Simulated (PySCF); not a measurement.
# Cu2 (SMILES [Cu][Cu]) at BHLYP/def2-SVPD

What is the vertical singlet–triplet gap of Cu2 at BHLYP/def2-SVPD? 

Program for the calculation: PySCF 2.14.0.

9 further runs of the same task are left out: 3 that didn't finish, 6 set aside as unsound or not needed.

## (1) The structure to begin with

Cu2 has 2 atoms, charge 0, and is taken as a singlet. SMILES: `[Cu][Cu]`. The bond length is the measured one.

Bond lengths: Cu1–Cu2 2.220 Å.

## (2) A single-point energy at BHLYP/def2-SVPD

The input, calc.py:

```python
# Cu2
from pyscf import gto, dft

molecule = gto.Mole()
molecule.atom = '''
Cu       0.000000       0.000000       0.000000
Cu       0.000000       0.000000       2.219700
'''
molecule.basis = 'def2-svpd'
molecule.max_memory = 1860
molecule.spin = 0
molecule.verbose = 3
molecule.charge = 0
molecule.build()

mf = dft.RKS(molecule)
mf.xc = 'bhandhlyp'
mf.conv_tol = 1e-10
mf.grids.level = 5
mf.kernel()
if not mf.converged:
    mf = mf.newton().run(mf.mo_coeff, mf.mo_occ)

e_final = mf.e_tot
print(f'total energy: {e_final:.8f} hartree')
```

Run with:

```console
OMP_NUM_THREADS=1 python calc.py
```

What it wrote:

```text
converged SCF energy = -3280.44010270047
total energy: -3280.44010270 hartree
```

Wall time 5.7 s (1 thread of Arm Neoverse V1, shared host); peak memory 0.32 GiB.

## (3) The triplet

The input, input.py:

```python
from pyscf import gto, dft

mol = gto.Mole()
mol.atom = '''
Cu       0.000000       0.000000       0.000000
Cu       0.000000       0.000000       2.219700
'''
mol.basis = 'def2-svpd'
mol.max_memory = 1860
mol.verbose = 4
mol.spin = 2
mol.charge = 0
mol.build()

myscf = dft.UKS(mol, xc='bhandhlyp')
myscf.conv_tol = 1e-10
myscf.grids.level = 5
myscf.kernel()
if not myscf.converged:
    myscf = myscf.newton().run(myscf.mo_coeff, myscf.mo_occ)

e_final = myscf.e_tot
print(f'total energy: {e_final:.8f} hartree')
```

Run with:

```console
OMP_NUM_THREADS=1 python input.py
```

What it wrote:

```text
PySCF version 2.14.0

[INPUT] num. atoms = 2
[INPUT] num. electrons = 58
[INPUT] charge = 0
[INPUT] spin (= nelec alpha-beta = 2S) = 2
[INPUT] symmetry False subgroup None
[INPUT] Mole.unit = angstrom
[INPUT] Symbol           X                Y                Z      unit          X                Y                Z       unit  Magmom
[INPUT]  1 Cu     0.000000000000   0.000000000000   0.000000000000 AA    0.000000000000   0.000000000000   0.000000000000 Bohr   0.0
[INPUT]  2 Cu     0.000000000000   0.000000000000   2.219700000000 AA    0.000000000000   0.000000000000   4.194625078697 Bohr   0.0

nuclear repulsion = 200.494676930991
number of shells = 24
number of NR pGTOs = 152
number of NR cGTOs = 68
basis = def2-svpd
ecp = {}

******** <class 'pyscf.dft.uks.UKS'> ********
method = UKS
initial guess = minao
damping factor = 0
level_shift factor = 0
DIIS = <class 'pyscf.scf.diis.CDIIS'>
diis_start_cycle = 1
diis_space = 8
diis_damp = 0
SCF conv_tol = 1e-10
SCF conv_tol_grad = None
SCF max_cycles = 50
direct_scf = True
direct_scf_tol = 1e-13
number electrons alpha = 30  beta = 28
XC library pyscf.dft.libxc version 7.0.0
    S. Lehtola, C. Steigemann, M. J.T. Oliveira, and M. A.L. Marques.,  SoftwareX 7, 1–5 (2018)
XC functionals = bhandhlyp
    Defined through Gaussian implementation.
radial grids:
    Treutler-Ahlrichs [JCP 102, 346 (1995); DOI:10.1063/1.469408] (M4) radial grids

becke partition: Becke, JCP 88, 2547 (1988); DOI:10.1063/1.454033
pruning grids: <function nwchem_prune>
grids dens level: 5
symmetrized grids: False
atomic radii adjust function: <function treutler_atomic_radii_adjust>
small_rho_cutoff = 0
Set gradient conv threshold to 1e-05
tot grids = 89472
init E= -3279.74735345055
[... the frontier-level lines of each cycle are left out ...]


cycle= 1 E= -3280.29295484311  delta_E= -0.546  |g|= 0.526  |ddm|= 1.74
cycle= 2 E= -3280.2254975644  delta_E= 0.0675  |g|= 0.711  |ddm|= 1.61
cycle= 3 E= -3280.36953536029  delta_E= -0.144  |g|= 0.0121  |ddm|= 0.69
cycle= 4 E= -3280.36968350729  delta_E= -0.000148  |g|= 0.00425  |ddm|= 0.0835
cycle= 5 E= -3280.36970161239  delta_E= -1.81e-05  |g|= 0.00147  |ddm|= 0.023
cycle= 6 E= -3280.36970683126  delta_E= -5.22e-06  |g|= 0.000468  |ddm|= 0.0129
cycle= 7 E= -3280.36970776795  delta_E= -9.37e-07  |g|= 0.000218  |ddm|= 0.00412
cycle= 8 E= -3280.36970811098  delta_E= -3.43e-07  |g|= 6.21e-05  |ddm|= 0.00283
cycle= 9 E= -3280.36970813974  delta_E= -2.88e-08  |g|= 9.88e-06  |ddm|= 0.000957
cycle= 10 E= -3280.36970814016  delta_E= -4.17e-10  |g|= 2.44e-06  |ddm|= 0.000135
cycle= 11 E= -3280.36970814019  delta_E= -3.09e-11  |g|= 4.7e-07  |ddm|= 2.14e-05
Extra cycle  E= -3280.36970814019  delta_E= 5e-12  |g|= 3.22e-07  |ddm|= 4.31e-06
converged SCF energy = -3280.36970814019  <S^2> = 2.0018557  2S+1 = 3.0012369
total energy: -3280.36970814 hartree
```

Wall time 11 s (1 thread of Arm Neoverse V1, shared host); peak memory 0.34 GiB.

## (4) What came out

At BHLYP/def2-SVPD:

| quantity | value |
| --- | --- |
| singlet: total energy | -3280.44010 Eh |
| singlet: dipole moment | 0.00 D |
| singlet: HOMO energy | -5.89 eV |
| singlet: LUMO energy | -1.21 eV |
| singlet: HOMO–LUMO gap | 4.67 eV |
| triplet: total energy | -3280.36971 Eh |
| triplet: dipole moment | 0.00 D |
| triplet: HOMO energy (highest over α and β) | -4.16 eV |
| triplet: LUMO energy (lowest over α and β) | -3.25 eV |
| triplet: ⟨S²⟩ | 2.002 |
| vertical energy of the triplet above the singlet | 1.916 eV |

What this shows: At this shape the triplet lies 1.92 eV (185 kJ/mol) above the singlet.
